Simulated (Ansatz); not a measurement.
**CH₃NOSi: one species, many methods**

An exercise on one series of results from a longer session: the logs are not shown, and one member is left open.

Program: Ansatz 0.2.0, Gaussian basis. Level of theory: functionals in def2-TZVPP, the program's frozen cores in correlated methods. These are calculated values, not measurements.

The runs, in order: LDA (SPW92), PBE-D4, revPBE-D4, BLYP-D4, r2SCAN-D4, B97M-V, PBE0-D4, B3LYP-D4, r2SCANh-D4, r2SCAN0-D4, HSE06-D4, BHLYP-D4, CAM-B3LYP-D4, LC-ωPBE, ωB97X-V, ωB97M-V, B2PLYP, PBE-QIDH; CCSD(T)/def2-SVP; CCSD(T)/def2-TZVPP; MP2/def2-QZVPP; extrapolation to the limit; RPA on PBE.

## Structure used throughout

An earlier PBE0-D4 in a triple-zeta def2 set relaxation fixed the geometry.

SMILES `N#CO[SiH3]`, 7 atoms, charge 0, spin multiplicity 1.

Atoms are counted from 1 here; the program's logs count them from 0.

Bond lengths: N1–C2 1.155 Å, C2–O3 1.278 Å, O3–Si4 1.697 Å, Si4–H5 1.474 Å, Si4–H6 1.479 Å, Si4–H7 1.479 Å. Angles: N1–C2–O3 178.6°, C2–O3–Si4 124.2°, O3–Si4–H5 103.3°, O3–Si4–H6 108.3°, O3–Si4–H7 108.3°, H5–Si4–H6 112.6°, H5–Si4–H7 112.5°, H6–Si4–H7 111.4°.

The first run:

Input file in.yaml:

```yaml
crystal:
  periodic: [false, false, false]
  atoms:
    - {symbol: N, position_ang: [1.955804, -1.202325, 1.496337]}
    - {symbol: C, position_ang: [1.055970, -1.072294, 0.784647]}
    - {symbol: O, position_ang: [0.058330, -0.960290, -0.005405]}
    - {symbol: Si, position_ang: [-0.617592, 0.521402, -0.484071]}
    - {symbol: H, position_ang: [-1.727112, 0.118871, -1.367847]}
    - {symbol: H, position_ang: [-1.085230, 1.230025, 0.726414]}
    - {symbol: H, position_ang: [0.420929, 1.296712, -1.195776]}
basis:
  gaussian: {orbitals: def2-TZVPP}
hamiltonian: {xc: lda}
output: {orbitals: {seedname: orbitals}}
```

Command:

```bash
ansatz run in.yaml --threads 2 --pin off --events-out ev --progress --plain --max-ram 4352MiB
```

Among the steps run: LDA; PBE-D4 (GGA); revPBE-D4 (GGA); BLYP-D4 (GGA); r2SCAN-D4 (meta-GGA); B97M-V (meta-GGA); B3LYP-D4 (hybrid); r2SCANh-D4 (hybrid); r2SCAN0-D4 (hybrid); HSE06-D4 (hybrid); BHLYP-D4 (hybrid); CAM-B3LYP-D4 (range-separated); LC-ωPBE (range-separated); ωB97X-V (range-separated); ωB97M-V (range-separated); B2PLYP (double hybrid); PBE-QIDH (double hybrid).

One of the session's tables, all rows but one given; the rest of the session is left out.

It belongs to the step «Frontier levels by functional». 

| functional | HOMO (eV) | gap (eV) |
| --- | --- | --- |
| LDA (SPW92) | -7.58 | 5.43 |
| PBE-D4 | -7.37 | 5.49 |
| revPBE-D4 | -7.29 | 5.53 |
| BLYP-D4 | -7.24 | 5.49 |
| r2SCAN-D4 | -7.66 | 6.20 |
| B97M-V | -7.70 | 5.99 |
| PBE0-D4 | -8.78 | 7.79 |
| B3LYP-D4 | -8.53 | 7.31 |
| r2SCANh-D4 | -8.19 | 7.03 |
| r2SCAN0-D4 | -8.99 | 8.26 |
| HSE06-D4 | -8.37 | 7.01 |
| BHLYP-D4 | -10.08 | 9.96 |
| CAM-B3LYP-D4 | -10.21 | 10.20 |
| LC-ωPBE | ? | ? |
| ωB97X-V | -11.20 | 12.27 |
| ωB97M-V | -11.10 | 11.85 |

Estimate the missing values for LC-ωPBE.

As computed: HOMO (eV): -11.61; gap (eV): 12.83. In the column «HOMO (eV)» it is the lowest.
